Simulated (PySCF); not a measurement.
# Tl2(OH)2(H2O)2: how settings move a single point

Aim: repeat the single point on relaxed Tl2(OH)2(H2O)2 with altered settings, some of them bad on purpose. It is a constructed species; whether it can be made isn't addressed.

Method: PBE0, Tl def2-SVP with ECP60, O def2-SVP, H def2-SVP; scalar-relativistic core potentials, no spin–orbit coupling; program: PySCF 2.14.0.

3 further runs of the same task are left out: 2 for a known fault of the program, 1 that didn't finish. Runs told in other sessions of the task aren't counted.

## Step 1: The starting structure

12 atoms, charge 0, spin multiplicity 1.

Bond lengths: Tl1–O3 2.322 Å, Tl1–O5 2.322 Å, Tl2–O3 2.322 Å, Tl2–O5 2.322 Å, O3–H4 0.963 Å, O5–H6 0.963 Å, O7–H8 0.964 Å, O7–H9 0.964 Å, O10–H11 0.964 Å, O10–H12 0.964 Å. Angles: O3–Tl1–O5 71.9°, O3–Tl2–O5 71.9°, Tl1–O3–Tl2 108.1°, Tl1–O3–H4 126.0°, Tl2–O3–H4 126.0°, Tl1–O5–Tl2 108.1°, Tl1–O5–H6 126.0°, Tl2–O5–H6 126.0°, H8–O7–H9 103.6°, H11–O10–H12 103.6°.

As a file:

```
Tl    0.0000    1.4495    1.1959
Tl    0.0000   -1.4495   -1.1959
O     1.3634    0.0000    0.0000
H     2.3262    0.0000    0.0000
O    -1.3634    0.0000    0.0000
H    -2.3262    0.0000    0.0000
O     0.0000   -0.3185    3.5646
H     0.7578    0.0709    4.0157
H    -0.7578    0.0709    4.0157
O     0.0000    0.3185   -3.5646
H     0.7578   -0.0709   -4.0157
H    -0.7578   -0.0709   -4.0157
```

Formal oxidation states: Tl +1. An earlier session relaxed this geometry at PBE0, Tl def2-SVP with ECP60, O def2-SVP, H def2-SVP (singlet, point group C2h).

The sound run used a (50, 194) grid (finer on f atoms), a threshold of 1e-8 and at most 55 cycles, and ended at -649.068770 Eh.

## Step 2: Try 1

The input, run.py (the lines that set the calculation):

```python
mol = gto.M(atom='''
Tl     0.00000     1.44948     1.19590
Tl     0.00000    -1.44948    -1.19590
O      1.36336     0.00000     0.00000
H      2.32622     0.00000     0.00000
O     -1.36336     0.00000     0.00000
H     -2.32622     0.00000     0.00000
O      0.00000    -0.31850     3.56459
H      0.75778     0.07092     4.01573
H     -0.75778     0.07092     4.01573
O      0.00000     0.31850    -3.56459
H      0.75778    -0.07092    -4.01573
H     -0.75778    -0.07092    -4.01573''',
    basis={'Tl': 'def2-SVP', 'O': 'def2-SVP', 'H': 'def2-SVP'},
    ecp={'Tl': 'def2-SVP'},
    charge=0, spin=0)
mf = dft.RKS(mol, xc='PBE0')
mf.grids.atom_grid = (99, 590)
mf = mf.density_fit()  # fitting sets: Tl def2-universal-JKFIT, O def2-universal-JKFIT, H def2-universal-JKFIT
mf.conv_tol = 1e-08; mf.max_cycle = 55
mf.kernel(dm0)  # dm0: free metal ions and neutral atoms
```

The run is started by

```sh
$ OMP_NUM_THREADS=4 python run.py
```

The log of the run:

```text
init E= -657.682895825313
  HOMO = -0.176609788876149  LUMO = -0.0602512539549308  gap/eV = 3.16628
cycle= 1 E= -648.744079370492  delta_E= 8.94  |g|= 1.18  |ddm|= 3.28
  HOMO = -0.182569823561124  LUMO = -0.0343444495091668  gap/eV = 4.03342
cycle= 2 E= -648.627835590726  delta_E= 0.116  |g|= 1.53  |ddm|= 2.22
  HOMO = -0.170072061190396  LUMO = 0.0091182775654568  gap/eV = 4.87602
cycle= 3 E= -649.061049942071  delta_E= -0.433  |g|= 0.185  |ddm|= 1.08
  HOMO = -0.204936695250993  LUMO = -0.000839023575222174  gap/eV = 5.55378
cycle= 4 E= -649.063578207852  delta_E= -0.00253  |g|= 0.16  |ddm|= 0.334
  HOMO = -0.196632321784264  LUMO = 0.000352580843342854  gap/eV = 5.36023
cycle= 5 E= -649.068735673979  delta_E= -0.00516  |g|= 0.0294  |ddm|= 0.138
  HOMO = -0.197044505882577  LUMO = 0.000694906583000322  gap/eV = 5.38076
cycle= 6 E= -649.068904995136  delta_E= -0.000169  |g|= 0.0046  |ddm|= 0.0282
  HOMO = -0.197286353786168  LUMO = 0.000543734915160025  gap/eV = 5.38323
cycle= 7 E= -649.068909989456  delta_E= -4.99e-06  |g|= 0.000756  |ddm|= 0.00915
  HOMO = -0.197176065789531  LUMO = 0.000620200918258629  gap/eV = 5.38231
cycle= 8 E= -649.068910156563  delta_E= -1.67e-07  |g|= 9.22e-05  |ddm|= 0.00135
  HOMO = -0.197182704295741  LUMO = 0.000615589346419064  gap/eV = 5.38237
cycle= 9 E= -649.068910159271  delta_E= -2.71e-09  |g|= 2.42e-05  |ddm|= 0.00024
  HOMO = -0.197184283387092  LUMO = 0.000615179826935893  gap/eV = 5.38240
Extra cycle  E= -649.068910159329  delta_E= -5.82e-11  |g|= 2.4e-05  |ddm|= 6.74e-05
converged SCF energy = -649.068910159329
```

Wall time 26 s (4 threads of AMD EPYC 7R43 (Zen 3), shared host).

Changed: the integration grid, to (99, 590). It converges in 9 cycles, -0.004 eV from the sound run, with a largest force component of 0.01 eV/Å. The result survives the change.

## Step 3: Try 2

Edit run.py (the lines that set the calculation) of step 2 so:

```diff
@@ -17,5 +17,5 @@
 mf = dft.RKS(mol, xc='PBE0')
-mf.grids.atom_grid = (99, 590)
+mf.grids.atom_grid = (50, 194)
 mf = mf.density_fit()  # fitting sets: Tl def2-universal-JKFIT, O def2-universal-JKFIT, H def2-universal-JKFIT
 mf.conv_tol = 1e-08; mf.max_cycle = 55
-mf.kernel(dm0)  # dm0: free metal ions and neutral atoms
+mf.kernel(dm0)  # dm0: smeared density
```

The run is started by

```sh
$ OMP_NUM_THREADS=4 python run.py
```

The log of the run:

```text
init E= -649.03033401059
  HOMO = -0.20054006284094  LUMO = -0.0036408728768974  gap/eV = 5.35790
cycle= 1 E= -649.068328762335  delta_E= -0.038  |g|= 0.0429  |ddm|= 0.134
  HOMO = -0.191084917922034  LUMO = 0.00234055698078791  gap/eV = 5.26338
cycle= 2 E= -649.067075349893  delta_E= 0.00125  |g|= 0.0902  |ddm|= 0.114
  HOMO = -0.196562038963016  LUMO = 0.000970702077309664  gap/eV = 5.37514
cycle= 3 E= -649.068767851622  delta_E= -0.00169  |g|= 0.003  |ddm|= 0.0664
  HOMO = -0.197117199160665  LUMO = 0.000628725406814865  gap/eV = 5.38094
cycle= 4 E= -649.068770028282  delta_E= -2.18e-06  |g|= 0.00083  |ddm|= 0.00568
  HOMO = -0.197173344574608  LUMO = 0.000608270050969584  gap/eV = 5.38191
cycle= 5 E= -649.068770170443  delta_E= -1.42e-07  |g|= 0.000174  |ddm|= 0.00105
  HOMO = -0.19718391684145  LUMO = 0.000602972496673011  gap/eV = 5.38206
cycle= 6 E= -649.068770175601  delta_E= -5.16e-09  |g|= 6.4e-05  |ddm|= 0.000166
  HOMO = -0.197185246830188  LUMO = 0.000602291899309949  gap/eV = 5.38207
Extra cycle  E= -649.06877017497  delta_E= 6.31e-10  |g|= 8.88e-05  |ddm|= 0.000102
converged SCF energy = -649.06877017497
```

It took 8.7 s on 4 threads of AMD EPYC 7R43 (Zen 3), shared host.

Changed: the starting guess (smeared density). It converges in 6 cycles, at the sound run's energy within 0.001 eV, with a largest force component of 0.00 eV/Å. The result survives the change.

## Step 4: Try 3

Edit run.py (the lines that set the calculation) of step 3 so:

```diff
@@ -17,5 +17,5 @@
 mf = dft.RKS(mol, xc='PBE0')
-mf.grids.atom_grid = (50, 194)
+mf.grids.atom_grid = (10, 14)
 mf = mf.density_fit()  # fitting sets: Tl def2-universal-JKFIT, O def2-universal-JKFIT, H def2-universal-JKFIT
 mf.conv_tol = 1e-08; mf.max_cycle = 55
-mf.kernel(dm0)  # dm0: smeared density
+mf.kernel(dm0)  # dm0: free metal ions and neutral atoms
```

The run is started by

```sh
$ OMP_NUM_THREADS=4 python run.py
```

The log of the run:

```text
init E= -657.535601259769
  HOMO = -0.182897816850565  LUMO = -0.0561409000175366  gap/eV = 3.44923
cycle= 1 E= -648.807567569144  delta_E= 8.73  |g|= 1.11  |ddm|= 3.37
  HOMO = -0.105927061217848  LUMO = -0.0389507648116108  gap/eV = 1.82252
cycle= 2 E= -648.723784863708  delta_E= 0.0838  |g|=  1.4  |ddm|= 2.16
  HOMO = -0.187828442697831  LUMO = -0.00465483279760371  gap/eV = 4.98441
cycle= 3 E= -649.089561283724  delta_E= -0.366  |g|= 0.171  |ddm|= 1.04
  HOMO = -0.163731955393686  LUMO = -0.00399134463646939  gap/eV = 4.34676
cycle= 4 E= -649.0914848125  delta_E= -0.00192  |g|= 0.144  |ddm|= 0.227
  HOMO = -0.184956446535143  LUMO = -0.00473324371045873  gap/eV = 4.90412
cycle= 5 E= -649.095535634954  delta_E= -0.00405  |g|= 0.0253  |ddm|= 0.116
  HOMO = -0.181927652627719  LUMO = -0.00363300492387651  gap/eV = 4.85164
cycle= 6 E= -649.095666488975  delta_E= -0.000131  |g|= 0.00424  |ddm|= 0.0288
  HOMO = -0.182441714181523  LUMO = -0.00382016039413852  gap/eV = 4.86054
cycle= 7 E= -649.095670965268  delta_E= -4.48e-06  |g|= 0.000813  |ddm|= 0.00787
  HOMO = -0.182306966751464  LUMO = -0.00376445561184571  gap/eV = 4.85839
cycle= 8 E= -649.095671152936  delta_E= -1.88e-07  |g|= 8.4e-05  |ddm|= 0.00151
  HOMO = -0.182303859113623  LUMO = -0.00377026407088226  gap/eV = 4.85815
cycle= 9 E= -649.095671155092  delta_E= -2.16e-09  |g|= 2.86e-05  |ddm|= 0.000206
  HOMO = -0.182313424641517  LUMO = -0.00377006846964576  gap/eV = 4.85841
Extra cycle  E= -649.09567115496  delta_E= 1.33e-10  |g|= 4.15e-05  |ddm|= 7.75e-05
converged SCF energy = -649.09567115496
```

Wall time 6 s (4 threads of AMD EPYC 7R43 (Zen 3), shared host).

Changed: the integration grid, to (10, 14). It converges in 9 cycles, -0.732 eV from the sound run, with a largest force component of 54.39 eV/Å. The setting is unsound, so these numbers aren't the compound's.

## Step 5: Try 4

Edit run.py (the lines that set the calculation) of step 4 so:

```diff
@@ -17,5 +17,5 @@
 mf = dft.RKS(mol, xc='PBE0')
-mf.grids.atom_grid = (10, 14)
+mf.grids.atom_grid = (50, 194)
 mf = mf.density_fit()  # fitting sets: Tl def2-universal-JKFIT, O def2-universal-JKFIT, H def2-universal-JKFIT
-mf.conv_tol = 1e-08; mf.max_cycle = 55
+mf.conv_tol = 1e-06; mf.max_cycle = 55
 mf.kernel(dm0)  # dm0: free metal ions and neutral atoms
```

The run is started by

```sh
$ OMP_NUM_THREADS=4 python run.py
```

The log of the run:

```text
init E= -657.682728441236
  HOMO = -0.176573306099514  LUMO = -0.0602563008668105  gap/eV = 3.16515
cycle= 1 E= -648.743911963265  delta_E= 8.94  |g|= 1.18  |ddm|= 3.28
  HOMO = -0.182568226121596  LUMO = -0.03438449869994  gap/eV = 4.03228
cycle= 2 E= -648.627628000855  delta_E= 0.116  |g|= 1.53  |ddm|= 2.22
  HOMO = -0.170073851114548  LUMO = 0.00909428059686257  gap/eV = 4.87541
cycle= 3 E= -649.060911900649  delta_E= -0.433  |g|= 0.185  |ddm|= 1.08
  HOMO = -0.204941017261344  LUMO = -0.000851111433587438  gap/eV = 5.55357
cycle= 4 E= -649.063437445072  delta_E= -0.00253  |g|= 0.16  |ddm|= 0.334
  HOMO = -0.196634977783958  LUMO = 0.000340166475194414  gap/eV = 5.35997
cycle= 5 E= -649.06859567528  delta_E= -0.00516  |g|= 0.0294  |ddm|= 0.138
  HOMO = -0.19704687598389  LUMO = 0.000682157370638573  gap/eV = 5.38048
cycle= 6 E= -649.06876501051  delta_E= -0.000169  |g|= 0.0046  |ddm|= 0.0283
  HOMO = -0.197288671169087  LUMO = 0.000530916887323016  gap/eV = 5.38295
cycle= 7 E= -649.068770006412  delta_E= -5e-06  |g|= 0.000756  |ddm|= 0.00915
  HOMO = -0.197178399610788  LUMO = 0.000607344461731595  gap/eV = 5.38202
cycle= 8 E= -649.068770173509  delta_E= -1.67e-07  |g|= 9.22e-05  |ddm|= 0.00135
  HOMO = -0.197187217125954  LUMO = 0.00060002999743891  gap/eV = 5.38207
Extra cycle  E= -649.068770175089  delta_E= -1.58e-09  |g|= 7.36e-05  |ddm|= 0.000321
converged SCF energy = -649.068770175089
```

It took 9.6 s on 4 threads of AMD EPYC 7R43 (Zen 3), shared host.

Changed: the SCF threshold (1e-06). It converges in 8 cycles, at the sound run's energy within 0.001 eV, with a largest force component of 0.00 eV/Å. The result survives the change.

## Step 6: Side by side

| run | changed | ending | energy change (eV) | cycles | time | usable |
| --- | --- | --- | --- | --- | --- | --- |
| 1 | the integration grid | converged | -0.004 | 9 | 26 s | yes |
| 2 | the starting guess | converged | 0.000 | 6 | 8.7 s | yes |
| 3 | the integration grid | converged | -0.732 | 9 | 6 s | no |
| 4 | the SCF threshold | converged | 0.000 | 8 | 9.6 s | yes |

3 of 4 altered runs give a usable result. 1 ended normally with numbers unfit to quote.
